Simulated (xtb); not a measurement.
# GFN2-xTB (1 point charge) run of CH6BNS (SMILES BSCN)

Wanted: energy and gradient of CH6BNS. 

The results are computed with xtb 6.7.1 later snapshot.

4 further runs of the same task are left out: 4 set aside as unsound or not needed.

### 1 The structure to begin with

The species is CH6BNS (10 atoms), meant as a singlet with charge 0. SMILES: `BSCN`. The coordinates come from a GFN2-xTB relaxation. This is one conformer, not always the lowest.

Bond lengths: B1–S2 1.746 Å, S2–C3 1.849 Å, C3–N4 1.435 Å, B1–H5 1.166 Å, B1–H6 1.165 Å, C3–H7 1.099 Å, C3–H8 1.090 Å, N4–H9 1.014 Å, N4–H10 1.013 Å. Some angles: B1–S2–C3 103.5°, S2–C3–N4 110.0°, S2–B1–H5 116.7°, S2–B1–H6 119.9°, S2–C3–H7 104.6°, S2–C3–H8 107.4°, N4–C3–H7 115.4°, N4–C3–H8 109.5°, C3–N4–H9 111.1°, C3–N4–H10 111.4°.

### 2 Energy and gradient at GFN2-xTB (1 point charge)

Contents of xcontrol:

```
$embedding
   input=pcharge
$end
```

Contents of struc.xyz:

```xyz
10

B     -1.10305000     1.59826000     0.00683000
S     -1.34248000    -0.01492000     0.63015000
C      0.34703000    -0.76232000     0.55564000
N      0.82937000    -0.75112000    -0.79634000
H     -2.04694000     2.28046000    -0.05945000
H     -0.03696000     1.94597000    -0.31059000
H      0.23085000    -1.75721000     1.00723000
H      1.00072000    -0.15352000     1.18099000
H      0.30786000    -1.40018000    -1.37475000
H      1.81362000    -0.98543000    -0.83971000
```

Launch:

```bash
$ xtb struc.xyz --gfn 2 --input xcontrol --grad --parallel 1 > struc.out 2> xtb.err
```

What values should one expect? Wanted: total energy; dipole moment; HOMO–LUMO gap; dispersion energy; largest force on an atom; mean polarisability.

Answer, from the run:

At GFN2-xTB (1 point charge):

| quantity | value |
| --- | --- |
| total energy | -12.60240 Eh |
| dipole moment | 3.04 D |
| HOMO–LUMO gap | 3.61 eV |
| dispersion energy | -14.09 kJ/mol |
| largest force on an atom | 0.408 eV/Å |
| mean polarisability (D4 model) | 57.9 bohr³ |

What this shows: The largest force is 0.41 eV/Å: the shape isn't a stationary point for this species at this level.
